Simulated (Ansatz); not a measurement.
# AlGa2N2: the cost of one run

Program: Ansatz 0.2.0. Level of theory: DFT PBE, scalar-relativistic, plane waves, PAW. These are calculated values, not measurements.

1 further run of the same task is left out (set aside as unsound or not needed). Runs told in other sessions of the task aren't counted.

## (1) The starting structure

The structure is tetragonal, space group P4/mmm (No. 123). Conventional cell: a = 3.680 Å, b = 3.680 Å, c = 4.962 Å, α = 90.00°, β = 90.00°, γ = 90.00°. Around Al (site symmetry 4/mmm) lie 8 Ga at 2.90 Å and 8 N at 3.09 Å. Ga (site symmetry 4mm) is surrounded by 4 N at 2.20 Å and 1 Ga at 2.42 Å. Around N (site symmetry mmm) lie 4 Ga at 2.20 Å and 4 Al at 3.09 Å.

Structure file:

```
CELL_PARAMETERS angstrom
3.67975 0.00000 0.00000
0.00000 3.67975 0.00000
0.00000 0.00000 4.96249
ATOMIC_POSITIONS crystal
Al 0.00000 0.00000 0.00000
Ga 0.50000 0.50000 0.25637
Ga 0.50000 0.50000 0.74363
N 0.00000 0.50000 0.50000
N 0.50000 0.00000 0.50000
```

It is the end of an earlier relaxation with the same method, from a database cell with other species swapped in; it is a trial structure. At a tolerance of 0.05 Å it has space group P4/mmm (No. 123); it has 13.44 Å³/atom, an uncorrected energy of +1.11 eV/atom over the elements.

## (2) Static run: bands, density of states and charges

input.yaml

```yaml
crystal:
  lattice:
    - [3.6797506684, 0.0, 0.0]
    - [0.0, 3.6797506684, 0.0]
    - [0.0, 0.0, 4.9624935041]
  atoms:
    - { symbol: Al, position: [0.0, 0.0, 0.0] }
    - { symbol: Ga, position: [0.5, 0.5, 0.2563690577] }
    - { symbol: Ga, position: [0.5, 0.5, 0.7436309423] }
    - { symbol: "N", position: [0.0, 0.5, 0.5] }
    - { symbol: "N", position: [0.5, 0.0, 0.5] }
basis:
  ecutwfc: 420
kpoints:
  mp_grid: { grid: [10, 10, 8] }
  band_path:
    path:
      - [[0.0, 0.0, 0.0], [0.0, 0.5, 0.0], [0.5, 0.5, 0.0], [0.0, 0.0, 0.0], [0.0, 0.0, 0.5], [0.0, 0.5, 0.5], [0.5, 0.5, 0.5], [0.0, 0.0, 0.5]]
      - [[0.0, 0.5, 0.0], [0.0, 0.5, 0.5]]
      - [[0.5, 0.5, 0.0], [0.5, 0.5, 0.5]]
    npoints: 14
hamiltonian:
  xc: pbe
scf:
  occupations: { method: gaussian, width: 0.1 }
  n_extra_bands: 12
output:
  forces: true
  stress: true
  eigenvalues: true
  populations: true
  dos: { projected: true, de: 0.02, nscf_kmesh: { grid: [12, 12, 10] } }
  bader: true
  write_density: true
  write_potential: true
  elf: true
  volumetric_format: npy
```

Launch:

```bash
$ ansatz run input.yaml --threads 1 --pin off --max-ram 2560MiB --backend cpu --events-out ev --progress --plain --runs-dir out
```

**Question.** How long does this run take on 1 thread of Intel Xeon at 2.50GHz (Skylake/Cascade Lake), shared host, and how much memory does it need?

About 2.3 min, with a peak of 0.52 GiB.
